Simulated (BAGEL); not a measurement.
# RI-MP2/def2-SVPD (density fitting with qzvpp-jkfit) run of CH3FSSi (SMILES FC1[SiH2]S1)

What is the energy change on altering one bond length of CH3FSSi at RI-MP2/def2-SVPD (density fitting with qzvpp-jkfit)? 

Program for the calculation: BAGEL 1.2.2.

30 further runs of the same task are left out: 30 set aside as unsound or not needed.

### 1 The molecule

CH3FSSi: 7 atoms, total charge 0, spin state singlet. SMILES: `FC1[SiH2]S1`. Geometry: relaxed at PBE0-D4/def2-TZVP.

Bond lengths: F1–C2 1.366 Å, C2–Si3 1.856 Å, C2–S4 1.839 Å, Si3–S4 2.095 Å, C2–H5 1.087 Å, Si3–H6 1.477 Å, Si3–H7 1.480 Å. Some angles: F1–C2–Si3 119.7°, F1–C2–S4 114.8°, Si3–C2–S4 69.1°, C2–Si3–S4 55.1°, C2–S4–Si3 55.8°, F1–C2–H5 109.9°, Si3–C2–H5 123.7°, S4–C2–H5 112.9°, C2–Si3–H6 117.5°, C2–Si3–H7 120.9°.

### 2 A single-point energy at RI-MP2/def2-SVPD (density fitting with qzvpp-jkfit)

Input file input.json:

```json
{ "bagel" : [

{
  "title" : "molecule",
  "basis" : "def2-svpd.json",
  "df_basis" : "qzvpp-jkfit",
  "angstrom" : true,
  "geometry" : [
    { "atom" : "F", "xyz" : [   -1.909000,    0.103100,    0.435700 ] },
    { "atom" : "C", "xyz" : [   -0.813100,    0.144100,   -0.378100 ] },
    { "atom" : "Si", "xyz" : [    0.883100,   -0.025600,    0.355100 ] },
    { "atom" : "S", "xyz" : [   -0.085400,   -1.497300,   -0.777900 ] },
    { "atom" : "H", "xyz" : [   -1.031700,    0.735800,   -1.262900 ] },
    { "atom" : "H", "xyz" : [    0.977500,   -0.211900,    1.817300 ] },
    { "atom" : "H", "xyz" : [    2.039800,    0.683800,   -0.235000 ] }
  ]
},
{
  "title" : "hf"
},
{
  "title" : "mp2",
  "ncore" : 12
}

]}
```

The basis set def2-SVPD is read from a file made from the Basis Set Exchange's data (not shown).

Run with:

```bash
$ BAGEL_NUM_THREADS=1 BAGEL input.json > input.out
```

The log of the run:

```text
* using 1 threads per process

  ===============================================================
  ===============================================================

  *** Geometry ***

  { "atom" : "F", "xyz" : [     -3.607487,      0.194831,      0.823354 ] },
  { "atom" : "C", "xyz" : [     -1.536536,      0.272310,     -0.714505 ] },
  { "atom" : "Si", "xyz" : [      1.668817,     -0.048377,      0.671042 ] },
  { "atom" : "S", "xyz" : [     -0.161383,     -2.829487,     -1.470018 ] },
  { "atom" : "H", "xyz" : [     -1.949630,      1.390460,     -2.386535 ] },
  { "atom" : "H", "xyz" : [      1.847207,     -0.400433,      3.434199 ] },
  { "atom" : "H", "xyz" : [      3.854663,      1.292195,     -0.444086 ] },

  Number of auxiliary basis functions:      462

  Since a DF basis is specified, we compute 2- and 3-index integrals:
    o Being stored without compression. Storage requirement is 0.051 GB

  Number of basis functions:      118
  Number of electrons      :       48

    * METHOD: MOLECULE                             0.25

  *** RHF ***

  === Nuclear Repulsion ===
   213.4406715523

      * DIIS with orbital gradients will be used.

  === RHF iteration (def2-svpd.json) ===
      0       -824.94882668          0.01574576           0.10
      1       -825.09089926          0.01135221           0.10
      2       -825.17180838          0.00148194           0.10
      3       -825.17439596          0.00046952           0.10
      4       -825.17460876          0.00013869           0.10
      5       -825.17464338          0.00004974           0.10
      6       -825.17464730          0.00001787           0.10
      7       -825.17464777          0.00000600           0.10
      8       -825.17464783          0.00000216           0.10
      9       -825.17464784          0.00000096           0.10
     10       -825.17464784          0.00000029           0.10
     11       -825.17464784          0.00000011           0.10
     12       -825.17464784          0.00000005           0.10
     13       -825.17464784          0.00000002           0.10
     14       -825.17464784          0.00000001           0.10
    * SCF iteration converged.

    * Permanent dipole moment:
           (   -0.882856,    -0.631030,    -0.028167) a.u.

    * METHOD: HF                                   1.74

  *** RHF ***

  === Nuclear Repulsion ===
   213.4406715523

      * DIIS with orbital gradients will be used.

  === RHF iteration (def2-svpd.json) ===
      0       -825.17464784          0.00000000           0.10
    * SCF iteration converged.

    * Permanent dipole moment:
           (   -0.882856,    -0.631030,    -0.028167) a.u.

  === DF-MP2 calculation ===

    * freezing 12 orbitals
    * 3-index integral transformation done
    * assembly done

      MP2 correlation energy:   -0.5712074889      0.07

      MP2 total energy:       -825.7458553268

    * METHOD: MP2                                  0.29

  ===============================================================
```

Wall time 2.4 s (1 thread of Arm Neoverse V1, shared host); peak memory 0.16 GiB.

### 3 The distorted shape at the same level

Input file calc.json:

```json
{ "bagel" : [

{
  "title" : "molecule",
  "basis" : "def2-svpd.json",
  "df_basis" : "qzvpp-jkfit",
  "angstrom" : "true",
  "geometry" : [
    { "atom" : "F", "xyz" : [   -2.022281,    0.326661,   -1.318951 ] },
    { "atom" : "C", "xyz" : [   -0.926381,    0.367661,   -2.132751 ] },
    { "atom" : "Si", "xyz" : [    0.769819,    0.197961,   -1.399551 ] },
    { "atom" : "S", "xyz" : [   -0.198681,   -1.273739,   -2.532551 ] },
    { "atom" : "H", "xyz" : [   -1.144981,    0.959361,   -3.017551 ] },
    { "atom" : "H", "xyz" : [    0.977500,   -0.211900,    1.817300 ] },
    { "atom" : "H", "xyz" : [    1.926519,    0.907361,   -1.989651 ] }
  ]
},
{
  "title" : "hf"
},
{
  "title" : "mp2",
  "ncore" : 12
}

]}
```

The basis set def2-SVPD is read from a file made from the Basis Set Exchange's data (not shown).

Run with:

```bash
$ BAGEL_NUM_THREADS=1 BAGEL calc.json > calc.out
```

The log of the run:

```text
* using 1 threads per process

  ===============================================================
  ===============================================================

  *** Geometry ***

  { "atom" : "F", "xyz" : [     -3.821557,      0.617300,     -2.492456 ] },
  { "atom" : "C", "xyz" : [     -1.750606,      0.694779,     -4.030315 ] },
  { "atom" : "Si", "xyz" : [      1.454747,      0.374092,     -2.644768 ] },
  { "atom" : "S", "xyz" : [     -0.375453,     -2.407018,     -4.785828 ] },
  { "atom" : "H", "xyz" : [     -2.163701,      1.812930,     -5.702345 ] },
  { "atom" : "H", "xyz" : [      1.847207,     -0.400433,      3.434199 ] },
  { "atom" : "H", "xyz" : [      3.640593,      1.714664,     -3.759895 ] },

  Number of auxiliary basis functions:      462

  Since a DF basis is specified, we compute 2- and 3-index integrals:
    o Being stored without compression. Storage requirement is 0.051 GB

  Number of basis functions:      118
  Number of electrons      :       48

    * METHOD: MOLECULE                             0.25

  *** RHF ***

  === Nuclear Repulsion ===
   208.8776337487

      * DIIS with orbital gradients will be used.

  === RHF iteration (def2-svpd.json) ===
      0       -824.71146764          0.01642944           0.10
      1       -824.85575447          0.01285673           0.10
      2       -824.96943035          0.00153846           0.10
      3       -824.97255731          0.00056041           0.10
      4       -824.97286297          0.00018058           0.10
      5       -824.97293487          0.00007095           0.11
      6       -824.97294589          0.00002666           0.11
      7       -824.97294738          0.00000900           0.10
      8       -824.97294755          0.00000396           0.10
      9       -824.97294757          0.00000166           0.10
     10       -824.97294757          0.00000059           0.10
     11       -824.97294758          0.00000029           0.10
     12       -824.97294758          0.00000013           0.10
     13       -824.97294758          0.00000006           0.10
     14       -824.97294758          0.00000003           0.10
     15       -824.97294758          0.00000001           0.10
     16       -824.97294758          0.00000001           0.10
    * SCF iteration converged.

    * Permanent dipole moment:
           (   -0.615825,    -0.607726,     1.177192) a.u.

    * METHOD: HF                                   1.96

  *** RHF ***

  === Nuclear Repulsion ===
   208.8776337487

      * DIIS with orbital gradients will be used.

  === RHF iteration (def2-svpd.json) ===
      0       -824.97294758          0.00000000           0.09
    * SCF iteration converged.

    * Permanent dipole moment:
           (   -0.615825,    -0.607726,     1.177192) a.u.

  === DF-MP2 calculation ===

    * freezing 12 orbitals
    * 3-index integral transformation done
    * assembly done

      MP2 correlation energy:   -0.6030285193      0.06

      MP2 total energy:       -825.5759760945

    * METHOD: MP2                                  0.27

  ===============================================================
```

Wall time 2.6 s (1 thread of Arm Neoverse V1, shared host); peak memory 0.16 GiB.

### 4 Outcome

At RI-MP2/def2-SVPD (density fitting with qzvpp-jkfit), 12 core orbitals frozen:

```
                                                          quantity          value
                                         first shape: total energy  -825.74586 Eh
         first shape: correlation energy (12 core orbitals frozen)     -571.2 mEh
                                     distorted shape: total energy  -825.57598 Eh
     distorted shape: correlation energy (12 core orbitals frozen)     -603.0 mEh
energy change with the Si3–H6 bond stretched from 1.477 to 3.249 Å       4.623 eV
```

What this shows: One bond (distorted shape) is far stretched, which a spin-restricted single reference describes badly; perturbation theory on it can break down and give far too much correlation. With the Si3–H6 bond stretched from 1.477 to 3.249 Å the energy rises by 4.62 eV (107 kcal/mol). The first shape isn't relaxed at this level, so the change isn't measured from a minimum. A restricted reference can't describe the breaking bond well at this length.
